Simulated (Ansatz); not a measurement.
# LuP: how the settings move a single-point run

Question: which choices in the input matter for LuP?

Computed with Ansatz 0.2.0 (reference: DFT, PBEsol, all-electron LAPW, scalar-relativistic; levels and slopes on a fine mesh, independent-particle optical spectra, unless a step's input says otherwise).

### 1 The starting structure

Symmetry: Fm-3m, No. 225, cubic system. The conventional cell has a = 5.447 Å, b = 5.447 Å, c = 5.447 Å, α = 90.00°, β = 90.00°, γ = 90.00°. Lu (site symmetry m-3m) has 6 P at 2.72 Å as nearest neighbours. P (site symmetry m-3m) is surrounded by 6 Lu at 2.72 Å.

Coordinates:

```cif
data_structure
_symmetry_space_group_name_H-M 'Fm-3m'
_symmetry_Int_Tables_number 225
_cell_length_a 5.4472
_cell_length_b 5.4472
_cell_length_c 5.4472
_cell_angle_alpha 90.000
_cell_angle_beta 90.000
_cell_angle_gamma 90.000
_cell_volume 161.63
loop_
_atom_site_label
_atom_site_type_symbol
_atom_site_symmetry_multiplicity
_atom_site_Wyckoff_symbol
_atom_site_fract_x
_atom_site_fract_y
_atom_site_fract_z
_atom_site_occupancy
Lu1 Lu 4 a 0.00000 0.00000 0.00000 1
P1 P 4 b 0.50000 0.00000 0.00000 1
```

### 2 Baseline

input.yaml reads:

```yaml
crystal:
  lattice:
    - [0.0, 2.72359338473, 2.72359338473]
    - [2.72359338473, 0.0, 2.72359338473]
    - [2.72359338473, 2.72359338473, 0.0]
  atoms:
    - { symbol: Lu, position: [0.0, 0.0, 0.0] }
    - { symbol: P, position: [0.5, 0.5, 0.5] }
kpoints:
  mp_grid: { grid: [12, 12, 12] }
scf:
  occupations: { method: fermi_dirac, width: 0.1 }
hamiltonian:
  xc: pbesol
  pseudopotentials: { kind: all_electron, lapw: { basis_error: 0.001 } }
output:
  forces: true
  stress: true
  eigenvalues: true
  eigenstates:
    nscf_kmesh: { grid: [16, 16, 16] }
    de_dk: true
    e_range: [-14, 14]
  optics:
    e_range: [0, 20]
    de: 0.2
    sigma: 0.15
    bands: { spectra_wanted_up_to: 20 }
    nscf_kmesh: { grid: [16, 16, 16] }
    drude_damping: 0.05
checkpoint:
  write: ck
  write_wavefunctions: false
```

The run is started by

```
ansatz run input.yaml --threads 1 --pin off --max-ram 3072MiB --backend cpu --events-out ev --progress --plain --runs-dir out
```

### 3 Changing settings: scf.algorithm density_mixing, dr2_threshold 1.0e-05

input.yaml: that of step 2 with these lines changed.

```diff
@@ -12,2 +12,4 @@
   occupations: { method: fermi_dirac, width: 0.1 }
+  algorithm: density_mixing
+  convergence: { dr2_threshold: 1.0e-05 }
 hamiltonian:
```

Before running it: what results should come out? Wanted: for each run, ending; energy change; pressure; gap; force.

The runs gave:

| run | ending | energy change | pressure (GPa) | gap (eV) | force (eV/Å) | cycles | time |
| --- | --- | --- | --- | --- | --- | --- | --- |
| reference | converged | 0 | 0.0 | 0.00 | 0.00 | - | 51 s |
| 1: scf.algorithm density_mixing, dr2_threshold 1.0e-05 | converged | 0.0 meV/atom | 0.0 | 0.00 | 0.00 | 8 | 45 s |

Residual by cycle in the longest SCF loop of each run; runs are numbered as in the table. The quantity is the density residual dr2, in eV.

| cycle | reference | run 1 |
| --- | --- | --- |
| 1 | 1.16 | 1.16 |
| 2 | 0.312 | 0.312 |
| 3 | 0.202 | 0.202 |
| 5 | 6.7e-4 | 6.7e-4 |
| 6 | 2.0e-4 | 2.0e-4 |
| 7 | 3.8e-5 | 3.8e-5 |
| 8 | 2.3e-6 | 2.3e-6 |
| 9 | 2.1e-7 | - |
| 10 | 5.7e-9 | - |
| 12 | 2.0e-11 | - |
| 13 | 4.9e-12 | - |
| 14 | 1.3e-12 | - |

Same state: the changed solver and convergence setting leaves the energy within 0.5 meV/atom.
